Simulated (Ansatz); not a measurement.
# F2GaHS: a ladder of functionals and wavefunction methods

The task here is to estimate one member of a computed series from the others.

The runs use Ansatz 0.2.0, Gaussian basis; functionals in def2-TZVPP, the program's frozen cores in correlated methods.

Plan: LDA (SPW92), PBE-D4, revPBE-D4, BLYP-D4, r2SCAN-D4, B97M-V, PBE0-D4, B3LYP-D4, r2SCANh-D4, r2SCAN0-D4, HSE06-D4, BHLYP-D4, CAM-B3LYP-D4, LC-ωPBE, ωB97X-V, ωB97M-V, B2PLYP, PBE-QIDH; CCSD(T)/def2-SVP; CCSD(T)/def2-TZVPP; MP2/def2-QZVPP; extrapolation to the limit; RPA on PBE.

**The relaxed structure**

An earlier PBE0-D4 in a triple-zeta def2 set relaxation fixed the geometry.

SMILES `[F][Ga]([F])[SH]`, 5 atoms, charge 0, spin multiplicity 1.

Atoms are counted from 1 here; the program's logs count them from 0.

Bond lengths: F1–Ga2 1.736 Å, Ga2–F3 1.739 Å, Ga2–S4 2.163 Å, S4–H5 1.345 Å. Angles: F1–Ga2–F3 115.1°, F1–Ga2–S4 122.4°, F3–Ga2–S4 122.5°, Ga2–S4–H5 91.6°.

The first run:

in.yaml

```yaml
crystal:
  periodic: [false, false, false]
  atoms:
    - {symbol: F, position_ang: [-0.326357, -1.486113, 1.658571]}
    - {symbol: Ga, position_ang: [0.142667, -0.388994, 0.397727]}
    - {symbol: F, position_ang: [1.855701, -0.271180, 0.121408]}
    - {symbol: S, position_ang: [-1.298487, 0.749174, -0.745620]}
    - {symbol: H, position_ang: [-0.323625, 1.323513, -1.473585]}
basis:
  gaussian: {orbitals: def2-TZVPP}
hamiltonian: {xc: lda}
output: {orbitals: {seedname: orbitals}}
```

Steps of the session up to this table: LDA; PBE-D4 (GGA); revPBE-D4 (GGA); BLYP-D4 (GGA); r2SCAN-D4 (meta-GGA); B97M-V (meta-GGA); PBE0-D4 (hybrid); B3LYP-D4 (hybrid); r2SCANh-D4 (hybrid); r2SCAN0-D4 (hybrid); HSE06-D4 (hybrid); BHLYP-D4 (hybrid); CAM-B3LYP-D4 (range-separated); LC-ωPBE-D4 (range-separated; the results give it without D4); ωB97X-V (range-separated); ωB97M-V (range-separated); B2PLYP (double hybrid); PBE-QIDH (double hybrid).

One of the session's tables, all rows but one given; the rest of the session is left out.

It belongs to the step «Orbital energies across the functionals». 

```
  functional  HOMO (eV)  LUMO (eV)  gap (eV)
 LDA (SPW92)      -7.52      -2.96      4.56
      PBE-D4      -7.34      -2.62      4.72
   revPBE-D4      -7.27      -2.47      4.80
     BLYP-D4      -7.18      -2.61      4.57
   r2SCAN-D4      -7.66      -2.31      5.35
      B97M-V          ?          ?         ?
     PBE0-D4      -8.62      -1.66      6.96
    B3LYP-D4      -8.37      -2.03      6.34
  r2SCANh-D4      -8.12      -1.97      6.15
  r2SCAN0-D4      -8.82      -1.47      7.35
    HSE06-D4      -8.21      -2.03      6.18
    BHLYP-D4      -9.73      -0.79      8.94
CAM-B3LYP-D4      -9.96      -0.73      9.23
     LC-ωPBE     -11.36       0.65     12.01
     ωB97X-V     -10.98       0.48     11.46
     ωB97M-V     -10.81       0.26     11.08
```

Q: Estimate the row for B97M-V from the others.

**Answer.** HOMO (eV): -7.70; LUMO (eV): -2.44; gap (eV): 5.26. In the column «HOMO (eV)» it lies between r2SCANh-D4 (-8.12) and r2SCAN-D4 (-7.66).
